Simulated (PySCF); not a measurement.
# Ge2H6O2 (SMILES [OH][GeH2][GeH2][OH]): BHLYP/6-31G(d) (spherical functions)

Aim: the vertical ionisation energy of Ge2H6O2 at BHLYP/6-31G* (spherical functions), from 2 runs. 

The results are computed with PySCF 2.14.0.

4 further runs of the same task are left out: 4 set aside as unsound or not needed.

### 1 Starting point

The species is Ge2H6O2 (10 atoms), meant as a singlet with charge 0. SMILES: `[OH][GeH2][GeH2][OH]`. The shape is that of a PBE0-D4/def2-TZVP optimisation. This is one conformer, not always the lowest.

Bond lengths: O1–Ge2 1.791 Å, Ge2–Ge3 2.444 Å, Ge3–O4 1.791 Å, O1–H5 0.960 Å, Ge2–H6 1.534 Å, Ge2–H7 1.547 Å, Ge3–H8 1.534 Å, Ge3–H9 1.547 Å, O4–H10 0.960 Å. Some angles: O1–Ge2–Ge3 109.9°, Ge2–Ge3–O4 109.9°, O1–Ge2–H6 103.9°, O1–Ge2–H7 109.4°, Ge3–Ge2–H6 113.2°, Ge3–Ge2–H7 110.2°, Ge2–O1–H5 112.5°, Ge2–Ge3–H8 113.2°, Ge2–Ge3–H9 110.2°, O4–Ge3–H8 103.9°.

### 2 A single-point energy at BHLYP/6-31G(d) (spherical functions)

calc.py

```python
# [OH][GeH2][GeH2][OH]
from pyscf import gto, dft

system = gto.M(
    atom=[
    ('O', (-0.309300, 2.455000, -0.006400)),
    ('Ge', (0.600700, 0.984100, 0.456700)),
    ('Ge', (-0.721500, -1.006400, -0.054200)),
    ('O', (0.308500, -2.466700, 0.057800)),
    ('H', (-0.425000, 2.532100, -0.955900)),
    ('H', (0.860000, 1.168500, 1.957800)),
    ('H', (1.943500, 0.946400, -0.311300)),
    ('H', (-1.840500, -1.265700, 0.963100)),
    ('H', (-1.315400, -0.903200, -1.479200)),
    ('H', (0.981900, -2.495100, -0.625400)),
],
    verbose=4,
    max_memory=1860,
    basis='6-31g*',
    spin=0,
    charge=0,
)

mf = dft.RKS(system, xc='bhandhlyp')
mf.conv_tol = 1e-10
mf.grids.level = 5
mf.kernel()
if not mf.converged:
    mf = mf.newton().run(mf.mo_coeff, mf.mo_occ)

e_tot = mf.e_tot
print(f'total energy: {e_tot:.8f} hartree')
```

Command:

```
$ OMP_NUM_THREADS=1 python calc.py
```

Standard output:

```text
PySCF version 2.14.0

[INPUT] num. atoms = 10
[INPUT] num. electrons = 86
[INPUT] charge = 0
[INPUT] spin (= nelec alpha-beta = 2S) = 0
[INPUT] symmetry False subgroup None
[INPUT] Mole.unit = angstrom
[INPUT] Symbol           X                Y                Z      unit          X                Y                Z       unit  Magmom
[INPUT]  1 O     -0.309300000000   2.455000000000  -0.006400000000 AA   -0.584492290328   4.639277635807  -0.012094247197 Bohr   0.0
[INPUT]  2 Ge     0.600700000000   0.984100000000   0.456700000000 AA    1.135158483026   1.859679479184   0.863037921089 Bohr   0.0
[INPUT]  3 Ge    -0.721500000000  -1.006400000000  -0.054200000000 AA   -1.363437398874  -1.901820371762  -0.102423155951 Bohr   0.0
[INPUT]  4 O      0.308500000000  -2.466700000000   0.057800000000 AA    0.582980509428  -4.661387431465   0.109226170000 Bohr   0.0
[INPUT]  5 H     -0.425000000000   2.532100000000  -0.955900000000 AA   -0.803133602940   4.784975520011  -1.806389202472 Bohr   0.0
[INPUT]  6 H      0.860000000000   1.168500000000   1.957800000000 AA    1.625164467126   2.208144976554   3.699705806673 Bohr   0.0
[INPUT]  7 H      1.943500000000   0.946400000000  -0.311300000000 AA    3.672682723092   1.788436804288  -0.588271742577 Bohr   0.0
[INPUT]  8 H     -1.840500000000  -1.265700000000   0.963100000000 AA   -3.478040932262  -2.391826355862   1.819995230569 Bohr   0.0
[INPUT]  9 H     -1.315400000000  -0.903200000000  -1.479200000000 AA   -2.485745744253  -1.706800635707  -2.795282883457 Bohr   0.0
[INPUT] 10 H      0.981900000000  -2.495100000000  -0.625400000000 AA    1.855522081710  -4.715055653402  -1.181834718303 Bohr   0.0

nuclear repulsion = 568.934386692963
number of shells = 48
number of NR pGTOs = 268
number of NR cGTOs = 104
basis = 6-31g*
ecp = {}

******** <class 'pyscf.dft.rks.RKS'> ********
method = RKS
initial guess = minao
damping factor = 0
level_shift factor = 0
DIIS = <class 'pyscf.scf.diis.CDIIS'>
diis_start_cycle = 1
diis_space = 8
diis_damp = 0
SCF conv_tol = 1e-10
SCF conv_tol_grad = None
SCF max_cycles = 50
direct_scf = True
direct_scf_tol = 1e-13
XC library pyscf.dft.libxc version 7.0.0
    S. Lehtola, C. Steigemann, M. J.T. Oliveira, and M. A.L. Marques.,  SoftwareX 7, 1–5 (2018)
XC functionals = bhandhlyp
    Defined through Gaussian implementation.
radial grids:
    Treutler-Ahlrichs [JCP 102, 346 (1995); DOI:10.1063/1.469408] (M4) radial grids

becke partition: Becke, JCP 88, 2547 (1988); DOI:10.1063/1.454033
pruning grids: <function nwchem_prune>
grids dens level: 5
symmetrized grids: False
atomic radii adjust function: <function treutler_atomic_radii_adjust>
small_rho_cutoff = 0
Set gradient conv threshold to 1e-05
Initial guess from minao.
tot grids = 316672
init E= -4306.18373447915
  HOMO = -0.287823594101116  LUMO = -0.0612662599866605  gap/eV = 6.16494
cycle= 1 E= -4307.19648890103  delta_E= -1.01  |g|= 0.994  |ddm|=  2.9
  HOMO = -0.217319624125586  LUMO = 0.000267175770900963  gap/eV = 5.92084
cycle= 2 E= -4307.07090288462  delta_E= 0.126  |g|= 1.29  |ddm|= 1.64
  HOMO = -0.313041552010497  LUMO = 0.00348838645810945  gap/eV = 8.61322
cycle= 3 E= -4307.37868914207  delta_E= -0.308  |g|= 0.0582  |ddm|= 1.01
  HOMO = -0.309901232110945  LUMO = 0.00808810804491689  gap/eV = 8.65293
cycle= 4 E= -4307.3793235055  delta_E= -0.000634  |g|= 0.0261  |ddm|= 0.0604
  HOMO = -0.311207501699169  LUMO = 0.00790906421627646  gap/eV = 8.68360
cycle= 5 E= -4307.37939769318  delta_E= -7.42e-05  |g|= 0.00457  |ddm|= 0.0164
  HOMO = -0.311067499475395  LUMO = 0.00806536132136726  gap/eV = 8.68405
cycle= 6 E= -4307.37940130042  delta_E= -3.61e-06  |g|= 0.000678  |ddm|= 0.0048
  HOMO = -0.311158075322871  LUMO = 0.0080188306673179  gap/eV = 8.68525
cycle= 7 E= -4307.3794014862  delta_E= -1.86e-07  |g|= 0.000144  |ddm|= 0.00146
  HOMO = -0.311160644650693  LUMO = 0.00802131033987674  gap/eV = 8.68538
cycle= 8 E= -4307.37940149735  delta_E= -1.12e-08  |g|= 2.83e-05  |ddm|= 0.000308
  HOMO = -0.311162972255128  LUMO = 0.00802080223430757  gap/eV = 8.68543
cycle= 9 E= -4307.37940149792  delta_E= -5.76e-10  |g|= 4.59e-06  |ddm|= 7.51e-05
  HOMO = -0.311162693624518  LUMO = 0.00802104214430921  gap/eV = 8.68543
cycle= 10 E= -4307.37940149792  delta_E= -9.09e-13  |g|= 1.11e-06  |ddm|= 1.04e-05
  HOMO = -0.311162799213383  LUMO = 0.00802097318669892  gap/eV = 8.68543
Extra cycle  E= -4307.37940149791  delta_E= 1.09e-11  |g|= 7.7e-07  |ddm|= 2.06e-06
converged SCF energy = -4307.37940149791
total energy: -4307.37940150 hartree
```

It took 36 s on 1 thread of Arm Neoverse V1, shared host; peak memory 0.57 GiB.

### 3 The doublet cation at the same level

input.py

```python
from pyscf import gto, dft

mol = gto.M(
    atom=[
    ('O', (-0.309300, 2.455000, -0.006400)),
    ('Ge', (0.600700, 0.984100, 0.456700)),
    ('Ge', (-0.721500, -1.006400, -0.054200)),
    ('O', (0.308500, -2.466700, 0.057800)),
    ('H', (-0.425000, 2.532100, -0.955900)),
    ('H', (0.860000, 1.168500, 1.957800)),
    ('H', (1.943500, 0.946400, -0.311300)),
    ('H', (-1.840500, -1.265700, 0.963100)),
    ('H', (-1.315400, -0.903200, -1.479200)),
    ('H', (0.981900, -2.495100, -0.625400)),
],
    verbose=4,
    spin=1,
    charge=1,
    basis='6-31g*',
    max_memory=1860,
)

myscf = dft.UKS(mol, xc='bhandhlyp')
myscf.conv_tol = 1e-10
myscf.grids.level = 5
myscf.kernel()
if not myscf.converged:
    myscf = myscf.newton().run(myscf.mo_coeff, myscf.mo_occ)

e_tot = myscf.e_tot
print('E = %.10f Eh' % e_tot)
```

Command:

```
$ OMP_NUM_THREADS=1 python input.py
```

Standard output:

```text
PySCF version 2.14.0

[... 59 lines left out ...]
WARN: HOMO -0.287823594101115 >= LUMO -0.287823594101117
[... 70 lines left out ...]
converged SCF energy = -4307.02776355453  <S^2> = 0.76818388  2S+1 = 2.018102
E = -4307.0277635545 Eh
```

Wall time 98 s (1 thread of Arm Neoverse V1, shared host); peak memory 0.6 GiB.

### 4 Outcome

Level: BHLYP/6-31G* (spherical functions).

| quantity | value |
| --- | --- |
| singlet Ge2H6O2: total energy | -4307.37940 Eh |
| singlet Ge2H6O2: dipole moment | 2.38 D |
| singlet Ge2H6O2: HOMO energy | -8.47 eV |
| singlet Ge2H6O2: LUMO energy | 0.22 eV |
| singlet Ge2H6O2: HOMO–LUMO gap | 8.69 eV |
| doublet cation: total energy | -4307.02776 Eh |
| doublet cation: HOMO energy (highest over α and β) | -15.19 eV |
| doublet cation: LUMO energy (lowest over α and β) | -10.65 eV |
| doublet cation: ⟨S²⟩ | 0.768 |
| vertical ionisation energy (to the doublet cation) | 9.569 eV |

In words: Removing an electron at fixed nuclei costs 9.57 eV (221 kcal/mol). −ε(HOMO) before ionisation, 8.47 eV, is 1.10 eV below this ionisation energy. Mulliken charges (singlet Ge2H6O2) run from -0.77 on O1 to +0.43 on H5; they depend strongly on the basis. Mulliken charges (doublet cation) run from -0.62 on O1 to +0.49 on H5; they depend strongly on the basis.
